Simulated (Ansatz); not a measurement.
# Iridium, dhcp under r²SCAN: from relaxation to bulk modulus

What does r²SCAN give for iridium in the dhcp structure? We relax it, solve it on a dense k-mesh, then scale the cell to 7 volumes from 88 to 112 % of the relaxed one and try a fit of the equation of state. The start is ferromagnetic. The k-meshes are 13×13×4 for the relaxation; 17×17×5 for the dense run; 17×17×5 for the volumes.

Program: Ansatz 0.2.0. Level of theory: DFT r2SCAN, plane waves (500 eV) with PAW, scalar-relativistic; PAW files made under PBE, frozen cores solved again for the functional. These are calculated values, not measurements.

## (1) The structure to begin with

The structure is hexagonal, space group P6_3/mmc (No. 194). Conventional cell: a = 2.715 Å, b = 2.715 Å, c = 8.867 Å, α = 90.00°, β = 90.00°, γ = 120.00°. Ir (site symmetry -3m) is surrounded by 12 Ir at 2.71 Å. Around Ir (site symmetry -6m2) lie 12 Ir at 2.71 Å.

Coordinates:

```
Ir
1.0
     2.71486    0.00000    0.00000
    -1.35743    2.35114    0.00000
     0.00000    0.00000    8.86674
Ir
4
Direct
  0.00000 0.00000 0.00000
  0.00000 0.00000 0.50000
  0.33333 0.66667 0.25000
  0.66667 0.33333 0.75000
```

The atoms start with moments of +1 ×4 μB.

## (2) Relaxation of the cell

File input.yaml:

```yaml
crystal:
  lattice:
    - [2.7148619862, 0.0, 0.0]
    - [-1.3574309931, 2.3511394478, 0.0]
    - [0.0, 0.0, 8.8667392469]
  atoms:
    - { symbol: Ir, position: [0.0, 0.0, 0.0], spin: 1.0 }
    - { symbol: Ir, position: [0.0, 0.0, 0.5], spin: 1.0 }
    - { symbol: Ir, position: [0.3333333333, 0.6666666667, 0.25], spin: 1.0 }
    - { symbol: Ir, position: [0.6666666667, 0.3333333333, 0.75], spin: 1.0 }
hamiltonian:
  xc: r2scan
  pseudopotentials:
    kind: paw
    azcp:
      Ir: "pseudopotentials/Ir.paw.azcp"
basis:
  ecutwfc: 500
  fft_grid_basis: typed
kpoints:
  mp_grid: { grid: [13, 13, 4], shift: [0, 0, 0] }
magnetization:
  spin_polarized: true
scf:
  occupations: { method: fermi_dirac, width: 0.05 }
relax:
  max_steps: 60
  f_tol: 0.01
  cell: {}
```

The runs that follow: The energy on a finer k-mesh; Equation of state: 88 %; Equation of state: 92 %; Equation of state: 96 %; Equation of state: 100 %; Equation of state: 104 %; Equation of state: 108 %; Equation of state: 112 %.

**Question.** What will these runs give? Wanted: space group; conventional cell; volume; shortest distance; gap on the mesh; magnetic state; relative to fcc; V₀, B₀, B₀′.

The runs gave:

| quantity | value |
| --- | --- |
| space group (spins left aside) | P6_3/mmc (No. 194) |
| conventional cell | a = 2.719 Å, c = 8.893 Å (c/a = 3.271) |
| volume | 14.232 Å³/atom |
| shortest distance | 2.719 Å |
| gap on the mesh | none (levels filled in part) |
| magnetic state | non-magnetic |
| relative to fcc | +44 meV/atom |
| V₀, B₀, B₀′ | 14.225 Å³/atom, 376 GPa, 5.1 |

The relaxation enlarged the cell by 0.6 % in volume. Against the reference form of iridium (fcc, computed apart with the same settings) it stands 44 meV/atom higher. The moments die out: the run ends non-magnetic. Levels at the Fermi energy are filled in part, as in a metal. The fitted modulus is 376 GPa, among the stiffest elements; letting shape and positions relax at each volume could only lower it. Relaxation kept the symmetry; phonons were not checked.
